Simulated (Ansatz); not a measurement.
## C2H7FOSi, SMILES CC(F)O[SiH3]: a geometry optimisation, step by step

Program: Ansatz 0.2.0 through its Python package.

At the Python prompt:
```pycon
>>> import itertools
>>> import ansatz as az
>>> from ase.data import atomic_numbers, covalent_radii
>>> import numpy as np
>>> mol = (
...     az.Crystal.molecule()
...     .atom("C", (-1.1446, 0.6474, 1.3545))
...     .atom("C", (-0.3083, 0.5574, 0.1213))
...     .atom("F", (0.6827, 1.4524, 0.2268))
...     .atom("O", (0.3205, -0.7332, 0.0883))
...     .atom("Si", (1.1887, -1.1588, -1.2302))
...     .atom("H", (-2.0176, -0.0107, 1.3057))
...     .atom("H", (-0.5949, 0.495, 2.2596))
...     .atom("H", (-1.5601, 1.7225, 1.411))
...     .atom("H", (-0.8721, 0.805, -0.7444))
...     .atom("H", (0.4636, -0.7907, -2.4325))
...     .atom("H", (1.4174, -2.6143, -1.1822))
...     .atom("H", (2.5017, -0.4271, -1.1439))
... )
>>> calculation = mol.calculation().basis(gaussian="6-31G*").functional("hf")
>>> symbols = [site.symbol for site in mol.cartesian_sites]
>>> start = np.array([site.position_ang for site in mol.cartesian_sites], dtype=float)
>>> def progress(event):
...     if event["event"] == "relax_step":
...         row = event["data"]
...         print(f"step {row['step']:3d}  E = {row['lagrangian_ev']:.6f} eV  largest force component {row['allowed_force_max_ev_ang']:.4f} eV/A")
...
>>> r = calculation.relax(force_tolerance=0.02).session().plan().execute(on_event=progress).report
step   1  E = -14777.171987 eV  largest force component 2.2653 eV/A
step   2  E = -14777.448897 eV  largest force component 1.2754 eV/A
step   3  E = -14777.490402 eV  largest force component 0.3978 eV/A
step   4  E = -14777.436535 eV  largest force component 1.3791 eV/A
step   5  E = -14777.503404 eV  largest force component 0.1016 eV/A
step   6  E = -14777.509096 eV  largest force component 0.0559 eV/A
step   7  E = -14777.511218 eV  largest force component 0.1817 eV/A
step   8  E = -14777.513530 eV  largest force component 0.1119 eV/A
step   9  E = -14777.514247 eV  largest force component 0.0746 eV/A
step  10  E = -14777.515307 eV  largest force component 0.0452 eV/A
step  11  E = -14777.515512 eV  largest force component 0.0322 eV/A
step  12  E = -14777.515622 eV  largest force component 0.0254 eV/A
step  13  E = -14777.515660 eV  largest force component 0.0070 eV/A
>>> end = np.array(r["positions_ang"])
>>> print(f"E = {r['free_energy_ev']:.6f} eV = {r['free_energy_ev'] / 27.211386246:.7f} Ha")
E = -14777.515660 eV = -543.0636840 Ha
>>> print("converged:", r["converged"], " doubts:", r["published_state_doubts"] or "none")
converged: True  doubts: none
>>> # pairs closer than 1.2 times the sum of covalent radii, before or after
>>> radius = [covalent_radii[atomic_numbers[s]] for s in symbols]
>>> span = lambda where, i, j: np.linalg.norm(where[i] - where[j])
>>> bonded = [(i, j) for i, j in itertools.combinations(range(len(symbols)), 2) if min(span(start, i, j), span(end, i, j)) < 1.2 * (radius[i] + radius[j])]
>>> print("pair        before    after (A)")
pair        before    after (A)
>>> for i, j in bonded:
...     print(f"{symbols[i]}{i}-{symbols[j]}{j}".ljust(10), f"{span(start, i, j):8.4f} {span(end, i, j):8.4f}")
...
C0-C1        1.4927   1.5056
C0-H5        1.0944   1.0831
C0-H6        1.0699   1.0832
C0-H7        1.1540   1.0836
C1-F2        1.3395   1.3723
C1-O3        1.4360   1.3700
C1-H8        1.0624   1.0828
O3-Si4       1.6350   1.6582
Si4-H9       1.4515   1.4755
Si4-H10      1.4741   1.4693
Si4-H11      1.5056   1.4703
>>> charges = r["charge_distribution"]
>>> dipole = np.array(charges["dipole_moment_e_ang"]) * 4.803205
>>> print("dipole (D): {:.3f} {:.3f} {:.3f}, length {:.3f}".format(*dipole, np.linalg.norm(dipole)))
dipole (D): -1.126 -0.226 -0.154, length 1.159
>>> print("atom  Mulliken   Lowdin")
atom  Mulliken   Lowdin
>>> for symbol, m, l in zip(symbols, charges["mulliken_charges_e"], charges["lowdin_charges_e"]):
...     print(f"{symbol:4s} {m:9.3f} {l:8.3f}")
...
C       -0.523   -0.337
C        0.575   -0.031
F       -0.416   -0.074
O       -0.759   -0.225
Si       0.901    0.489
H        0.179    0.133
H        0.190    0.138
H        0.176    0.129
H        0.149    0.103
H       -0.166   -0.113
H       -0.152   -0.104
H       -0.153   -0.109
>>> with open("c2h7fosi_opt.xyz", "w") as handle:
...     handle.write(f"{len(symbols)}\nrelaxed C2H7FOSi\n")
...     handle.writelines(f"{s:2s} {x:11.6f} {y:11.6f} {z:11.6f}\n" for s, (x, y, z) in zip(symbols, end))
...
20
```

It writes `c2h7fosi_opt.xyz`:
```text
12
relaxed C2H7FOSi
C    -1.108609    0.686769    1.410357
C    -0.457343    0.540923    0.060775
F     0.521805    1.493923   -0.066605
O     0.111749   -0.698864   -0.065866
Si    1.248145   -1.127686   -1.194714
H    -1.890016   -0.054514    1.524244
H    -0.366292    0.538482    2.185115
H    -1.538405    1.676199    1.512479
H    -1.150416    0.720089   -0.751689
H     0.877853   -0.578188   -2.513071
H     1.236868   -2.596328   -1.238440
H     2.591660   -0.655906   -0.828583
```

What to keep in mind:
- Total energies depend on the basis set; only differences at equal settings carry meaning.
- The end point is the stationary point reached from this start; no frequency run checks that it is a minimum, and the basis set is modest.
- The Löwdin charges here are taken after orthogonalising the functions within each atom; they differ from plain Löwdin charges, and their signs can be unphysical.
- Hardware and time: 30 s on 1 thread of Arm Neoverse V2, with other jobs on the host, peak memory 0.25 GiB.
